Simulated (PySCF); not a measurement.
# C5H10O3Si: magnetic properties

What do calculations give for the magnetic properties of C5H10O3Si (`COCC(=O)CC(=O)[SiH3]`)?

Programs: PySCF 2.14.0, with routines of our own; each step states its level. All values are computed. Atoms count from 0.

## (1) The starting structure

19 atoms, charge 0, multiplicity 1; geometry from: GFN2-xTB.

## (2) Magnetic properties: GIAO B3LYP/pcSseg-1

What the job is given:

```
{"job": {"kind": "mag", "xc": "B3LYP", "basis": "pcSseg-1", "isotopologues": 0}, "charge": 0, "multiplicity": 1}
C     -2.363281    -1.037591    -1.093522
O     -2.682675    -0.300403     0.065759
C     -1.664273     0.550255     0.507494
C     -0.421729    -0.140959     1.037886
O     -0.290124    -1.332048     1.148779
C      0.714576     0.823811     1.317130
C      1.457592     0.883301    -0.014387
O      1.062275     1.598726    -0.903845
Si     2.958298    -0.304078    -0.207433
H     -1.602571    -1.797182    -0.893402
H     -2.010082    -0.376163    -1.894085
H     -3.286005    -1.523510    -1.403508
H     -1.337163     1.235558    -0.294956
H     -2.102176     1.149181     1.312780
H      1.363390     0.425067     2.094198
H      0.329810     1.808942     1.576184
H      3.361424    -0.275390    -1.607718
H      3.990399     0.237880     0.679316
H      2.512512    -1.616148     0.245640
```

Level: GIAO B3LYP/pcSseg-1 magnetisability, rotational g tensor and spin-rotation constants, non-relativistic, gas phase.

The run is started by

```bash
$ OMP_NUM_THREADS=1 python excited_run.py task.json out
```

One launch serves the whole session: the jobs run in the order shown.

What it wrote:

```text
coarse grid: 16512 points
cycle   1  E = -711.2541271228  dE =  1.238e+00  |g| = 1.245e+00  |ddm| = 3.855e+00
cycle   2  E = -710.0538758277  dE =  1.200e+00  |g| = 2.770e+00  |ddm| = 3.662e+00
cycle   3  E = -711.5307177073  dE = -1.477e+00  |g| = 2.534e-01  |ddm| = 2.889e+00
cycle   4  E = -711.5413446245  dE = -1.063e-02  |g| = 1.466e-01  |ddm| = 3.133e-01
cycle   5  E = -711.5451440408  dE = -3.799e-03  |g| = 3.976e-02  |ddm| = 1.183e-01
cycle   6  E = -711.5454167961  dE = -2.728e-04  |g| = 1.368e-02  |ddm| = 3.539e-02
cycle   7  E = -711.5454465463  dE = -2.975e-05  |g| = 5.921e-03  |ddm| = 1.261e-02
cycle   8  E = -711.5454527430  dE = -6.197e-06  |g| = 1.142e-03  |ddm| = 4.947e-03
final grid: 155312 points
cycle   9  E = -711.6435426816  dE = -3.031e-05  |g| = 9.085e-03  |ddm| = 2.179e-02
cycle  10  E = -711.6434977540  dE =  4.493e-05  |g| = 1.793e-02  |ddm| = 1.698e-02
cycle  11  E = -711.6435579132  dE = -6.016e-05  |g| = 2.481e-03  |ddm| = 1.265e-02
cycle  12  E = -711.6435590912  dE = -1.178e-06  |g| = 3.187e-04  |ddm| = 1.698e-03
cycle  13  E = -711.6435591046  dE = -1.333e-08  |g| = 1.740e-04  |ddm| = 4.100e-04
cycle  14  E = -711.6435591098  dE = -5.280e-09  |g| = 4.584e-05  |ddm| = 1.592e-04
cycle  15  E = -711.6435591101  dE = -2.910e-10  |g| = 2.308e-05  |ddm| = 4.866e-05
converged SCF energy = -711.6435591101

Magnetisability tensor (1e-30 J/T^2)
    -1186.72     -100.79       81.12
     -100.79     -971.50     -233.92
       81.12     -233.92    -1179.28
isotropic -1112.50   principal values   -1332.84  -1225.86   -778.79
isotropic susceptibility -66.996 1e-6 cm^3/mol

Inertial axes            a          b          c
rot. const./GHz      2.3466     0.7480     0.7276
chi total           -73.009    -48.087    -79.893
chi diamagnetic    -640.760  -1714.468  -1734.823
chi paramagnetic    567.751   1666.381   1654.930
quadrupole/D A       -0.178    -10.519     10.697
g nuclear            0.5825     0.5651     0.5524
g electronic        -0.6259    -0.5856    -0.5657
g total             -0.0434    -0.0205    -0.0133

Spin-rotation constants (kHz, H = +C I.J)
atom  isotope        aa         bb         cc
  9     1H       -0.084     -0.009     -0.071
 10     1H       -0.181     -0.009     -0.060
 11     1H        0.086     -0.077     -0.064
 12     1H       -0.192      0.013     -0.060
 13     1H       -0.187     -0.075      0.020
 14     1H       -0.151     -0.021     -0.049
 15     1H       -0.255     -0.019     -0.029
 16     1H       -0.190     -0.064      0.006
 17     1H       -0.023     -0.077     -0.030
 18     1H       -0.162      0.018     -0.070
  0    13C*       0.594      0.181      0.101
  1    17O*      -0.107     -0.048     -0.069
  2    13C*       0.501      0.210      0.170
  3    13C*       1.256      0.323      0.237
  4    17O*      -1.376     -0.736     -0.175
  5    13C*       0.493      0.205      0.144
  6    13C*       0.972      0.410      0.363
  7    17O*      -0.994     -0.895     -0.440
  8   29Si*      -1.329     -0.406     -0.378
* in the singly substituted isotopologue
```

It took 86 s on 1 thread of Arm Neoverse N1, shared host; peak memory 0.97 GiB.

From this job:

```tsv
quantity	value
magnetisability	-1112·10⁻³⁰ J/T²
molar susceptibility	-67.0·10⁻⁶ cm³/mol
rotational g (a, b, c)	-0.0434, -0.0205, -0.0133
```

The fields below are evaluated on a grid from the run's orbitals.

Frontier orbitals at B3LYP/pcSseg-1, with the share of their density that lies nearest to each atom:

```tsv
orbital	energy (eV)	lies on
HOMO	-6.86	O1, O4 about 22 % each; O7 14 %; C5 9 %
LUMO	-2.08	C6 34 %; O7 24 %; C3 12 %
```

ELF in a plane through or near 8 of the atoms.

Ten even steps from ' ' (0.00) to '@' (1.00):
```
                                                        
                                                        
                                                        
                      ::==::    ..==::                  
                    ::%%@@%%  ..@@@@@@**                
                    ==%%@@%%  --@@@@@@**                
                  ::++++##**..::%%@@%%                  
        ..::      ..++....**::++------::==--            
      ++@@@@%%..  ..##%%****++%%--::%%##%%##::          
    ..@@@@@@@@++--++****==--==**++++##::%%**..          
    ::@@@@@@@@::..**%%++..  ::..    **%%++              
    ..##@@@@@@==##..**==          ::--::++****::        
      ..--++--==##  --..        --##==..%%@@@@%%        
          ::==::::::::          ==##**==%%@@@@%%        
          ..++##**--..          ::--::..--@@@@::        
          ..--**==::                      ::::          
              ....                                      
                                                        
                                                        
                                                        
```
The map spans 13.3 Å across and 9.6 Å up, centred on the molecule. Atoms in the plane (x, y in Å): C0 (2.6, -1.1), O1 (2.7, 0.3), C2 (1.5, 1.0), C5 (-1.0, 1.3), Si8 (-2.8, -1.0), H11 (3.6, -1.4), H13 (1.7, 2.1), H17 (-4.0, -0.2).

log10 of the density (e/Å³) in the same plane.

Ten even steps from ' ' (-4.0) to '@' (1.4):
```
                                                        
                                                        
                  ....::::::............                
                ..::----==----::------::..              
              ..::--==++**++====++++++==::              
            ..::--==++**##**++++**##**==--..            
      ....::::--==++**####**++**####**++==--::          
    ..::::------==++##%%@@##**####%%****++==--          
    ::--==++++==++++############%%%%%%%%##++==..        
  ..::==++**********####********####%%@@%%**==::        
  ..--==++####**********++++++++++**##%%##++==::..      
  ..::==++**##@@@@##**++++======++**##%%##**++--::      
    ::--==++**%%@@##++++==----==++**##%%####**==::..    
    ..::--++++******++==--::::--++**########**==::      
    ....::==++++++++==--::....--==++++++++++==--..      
      ..::--========--::..    ::--------------::        
        ..::--------::..        ....::::::....          
          ..::::::::..                                  
                                                        
                                                        
```
The map spans 13.3 Å across and 9.6 Å up, centred on the molecule. Atoms in the plane (x, y in Å): C0 (2.6, -1.1), O1 (2.7, 0.3), C2 (1.5, 1.0), C5 (-1.0, 1.3), Si8 (-2.8, -1.0), H11 (3.6, -1.4), H13 (1.7, 2.1), H17 (-4.0, -0.2).

On the surface of density 0.002 e/bohr³ the electrostatic potential runs, from the 1st to the 99th percentile, from -1.47 V near O4 to 1.37 V near H14.

## (3) Magnetic properties: GIAO wB97X/cc-pVDZ

Settings changed since step 2:

```diff
@@ -1,2 +1,2 @@
-{"job": {"kind": "mag", "xc": "B3LYP", "basis": "pcSseg-1", "isotopologues": 0}, "charge": 0, "multiplicity": 1}
+{"job": {"kind": "mag", "xc": "wB97X", "basis": "cc-pVDZ", "scf": {"level_shift": 0.3, "aux": "def2-qzvpp-jkfit"}}, "charge": 0, "multiplicity": 1}
 C     -2.363281    -1.037591    -1.093522
```

Method: GIAO wB97X/cc-pVDZ magnetisability, rotational g tensor and spin-rotation constants, non-relativistic, gas phase.

What it wrote:

```text
final grid: 155312 points
cycle   1  E = -711.1045846875  dE =  1.751e+00  |g| = 1.432e+00  |ddm| = 7.387e+00
cycle   2  E = -711.3022951653  dE = -1.977e-01  |g| = 1.259e+00  |ddm| = 3.216e+00
cycle   3  E = -711.5537502702  dE = -2.515e-01  |g| = 3.030e-01  |ddm| = 1.185e+00
cycle   4  E = -711.5713049045  dE = -1.755e-02  |g| = 7.042e-02  |ddm| = 3.517e-01
cycle   5  E = -711.5726998032  dE = -1.395e-03  |g| = 1.827e-02  |ddm| = 1.197e-01
cycle   6  E = -711.5729109837  dE = -2.112e-04  |g| = 8.409e-03  |ddm| = 5.217e-02
cycle   7  E = -711.5729824743  dE = -7.149e-05  |g| = 4.526e-03  |ddm| = 3.000e-02
cycle   8  E = -711.5730084945  dE = -2.602e-05  |g| = 2.457e-03  |ddm| = 1.768e-02
cycle   9  E = -711.5730170218  dE = -8.527e-06  |g| = 1.218e-03  |ddm| = 1.011e-02
cycle  10  E = -711.5730193783  dE = -2.357e-06  |g| = 6.784e-04  |ddm| = 5.111e-03
cycle  11  E = -711.5730200560  dE = -6.777e-07  |g| = 3.870e-04  |ddm| = 2.576e-03
cycle  12  E = -711.5730202887  dE = -2.327e-07  |g| = 2.153e-04  |ddm| = 1.515e-03
cycle  13  E = -711.5730203693  dE = -8.058e-08  |g| = 1.169e-04  |ddm| = 9.238e-04
cycle  14  E = -711.5730203958  dE = -2.644e-08  |g| = 6.217e-05  |ddm| = 5.445e-04
cycle  15  E = -711.5730204038  dE = -8.017e-09  |g| = 3.318e-05  |ddm| = 3.108e-04
cycle  16  E = -711.5730204061  dE = -2.306e-09  |g| = 1.732e-05  |ddm| = 1.727e-04
cycle  17  E = -711.5730204067  dE = -5.962e-10  |g| = 9.472e-06  |ddm| = 8.755e-05
level shift removed, Fock matrix diagonalised once more
converged SCF energy = -711.5730204067

Magnetisability tensor (1e-30 J/T^2)
    -1201.99     -103.78       84.19
     -103.78     -979.53     -234.61
       84.19     -234.61    -1183.26
isotropic -1121.59   principal values   -1338.93  -1242.48   -783.37
isotropic susceptibility -67.544 1e-6 cm^3/mol

Inertial axes            a          b          c
rot. const./GHz      2.3466     0.7480     0.7276
chi total           -73.977    -48.433    -80.222
chi diamagnetic    -638.409  -1712.438  -1731.946
chi paramagnetic    564.432   1664.006   1651.724
quadrupole/D A       -0.062     -9.858      9.920
g nuclear            0.5825     0.5651     0.5524
g electronic        -0.6222    -0.5847    -0.5646
g total             -0.0398    -0.0196    -0.0122

Spin-rotation constants (kHz, H = +C I.J)
atom  isotope        aa         bb         cc
  9     1H       -0.087     -0.010     -0.072
 10     1H       -0.183     -0.009     -0.061
 11     1H        0.080     -0.078     -0.065
 12     1H       -0.197      0.012     -0.062
 13     1H       -0.193     -0.076      0.019
 14     1H       -0.157     -0.022     -0.051
 15     1H       -0.261     -0.020     -0.030
 16     1H       -0.192     -0.065      0.004
 17     1H       -0.028     -0.077     -0.031
 18     1H       -0.166      0.017     -0.072
  0    13C*       0.497      0.150      0.080
  1    17O*      -0.083     -0.035     -0.053
  2    13C*       0.412      0.177      0.144
  3    13C*       1.131      0.305      0.207
  4    17O*      -1.236     -0.680     -0.153
  5    13C*       0.409      0.175      0.121
  6    13C*       0.862      0.383      0.326
  7    17O*      -0.881     -0.849     -0.403
  8   29Si*      -1.118     -0.336     -0.314
* in the singly substituted isotopologue
```

Wall time 100 s (1 thread of Arm Neoverse N1, shared host); peak memory 0.95 GiB.

From this job:

```tsv
quantity	value
magnetisability	-1122·10⁻³⁰ J/T²
molar susceptibility	-67.5·10⁻⁶ cm³/mol
rotational g (a, b, c)	-0.0398, -0.0196, -0.0122
```

## (4) The levels compared

```tsv
level	ξ (10⁻³⁰ J/T²)	g(a)	g(b)	gap (eV)	functions	time
GIAO B3LYP/pcSseg-1	-1112	-0.0434	-0.0205	4.78	210	86 s
GIAO wB97X/cc-pVDZ	-1122	-0.0398	-0.0196	9.92	180	100 s
```

## (5) Summary of results

```
                                            quantity                      value
       magnetisability (step 2, GIAO B3LYP/pcSseg-1)           -1112·10⁻³⁰ J/T²
  molar susceptibility (step 2, GIAO B3LYP/pcSseg-1)         -67.0·10⁻⁶ cm³/mol
rotational g (a, b, c) (step 2, GIAO B3LYP/pcSseg-1)  -0.0434, -0.0205, -0.0133
               surface potential, 1st and 99th percentile         -1.47 V and 1.37 V
                     magnetisability over the levels  -1122 to -1112·10⁻³⁰ J/T²
```

**Reading.** At B3LYP/pcSseg-1, counted by nearest atom on the grid, the HOMO lies on O1, O4 about 22 % each; O7 14 %, the LUMO on C6 34 %; O7 24 %. The magnetisability spreads by 0.8 % over 2 levels of like cost. Two levels can agree by chance, so this spread shows no convergence. Vibrational averaging and real surroundings are missing from these values.
